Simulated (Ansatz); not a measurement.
# LaZn (CsCl type): equation of state and elastic constants

One table from this session's results is given with a row withheld; the runs are named, their logs left out.

Method: DFT PBEsol, scalar-relativistic, plane waves, PAW, in Ansatz 0.2.0.

**The starting structure**

Symmetry: Pm-3m, No. 221, cubic system. Conventional cell: a = 3.693 Å, b = 3.693 Å, c = 3.693 Å, α = 90.00°, β = 90.00°, γ = 90.00°. La (site symmetry m-3m) is surrounded by 8 Zn at 3.20 Å. Around Zn (site symmetry m-3m) lie 8 La at 3.20 Å.

Coordinates:

```cif
data_structure
_symmetry_space_group_name_H-M 'Pm-3m'
_symmetry_Int_Tables_number 221
_cell_length_a 3.6935
_cell_length_b 3.6935
_cell_length_c 3.6935
_cell_angle_alpha 90.000
_cell_angle_beta 90.000
_cell_angle_gamma 90.000
_cell_volume 50.39
loop_
_atom_site_label
_atom_site_type_symbol
_atom_site_symmetry_multiplicity
_atom_site_Wyckoff_symbol
_atom_site_fract_x
_atom_site_fract_y
_atom_site_fract_z
_atom_site_occupancy
La1 La 1 a 0.00000 0.00000 0.00000 1
Zn1 Zn 1 b 0.50000 0.50000 0.50000 1
```

An earlier run at PBEsol left this cell at 25.193 Å³/atom and -0.02 GPa (8×8×8 mesh).

Volume factors to run: 0.980, 1.020, 0.960, 1.040.

Set-up of the first run:

The input, input.yaml:

```yaml
crystal:
  lattice:
    - [3.6687059796, 0.0, 0.0]
    - [0.0, 3.6687059796, 0.0]
    - [0.0, 0.0, 3.6687059796]
  atoms:
    - { symbol: La, position: [0.0, 0.0, 0.0] }
    - { symbol: Zn, position: [0.5, 0.5, 0.5] }
basis:
  ecutwfc: 420
  ecutrho_ratio: 4
kpoints:
  mp_grid: { grid: [8, 8, 8] }
hamiltonian:
  xc: pbesol
scf:
  occupations: { method: gaussian, width: 0.05 }
output:
  forces: true
  stress: true
  eigenvalues: true
```

Steps of the session up to this table: At 0.980 of the relaxed volume; At 1.020 of the relaxed volume; Volume × 0.960; Volume × 1.040.

One table of the session follows, with a row left open; its other results are not shown here.

It belongs to the step «The fit». 

```
volume (Å³/atom)  energy (meV/atom)  pressure (GPa)
          24.185               6.85            2.32
          24.689               1.58            1.09
          25.193               0.00           -0.02
          25.697                  ?               ?
          26.201               6.42           -1.93
```

Estimate the missing values for volume (Å³/atom) = 25.697.

Worked estimate for «energy (meV/atom)». A straight line through the neighbours (25.193, 0.00) and (26.201, 6.42) gives 0.00 + (6.42 − 0.00) × (25.697 − 25.193) / (26.201 − 25.193) = 3.21; a parabola fitted to 3 rows on both sides gives 1.61.

The run gave: energy (meV/atom): 1.72; pressure (GPa): -1.02. In «energy (meV/atom)» the line misses by +1.49 and the parabola by -0.11.
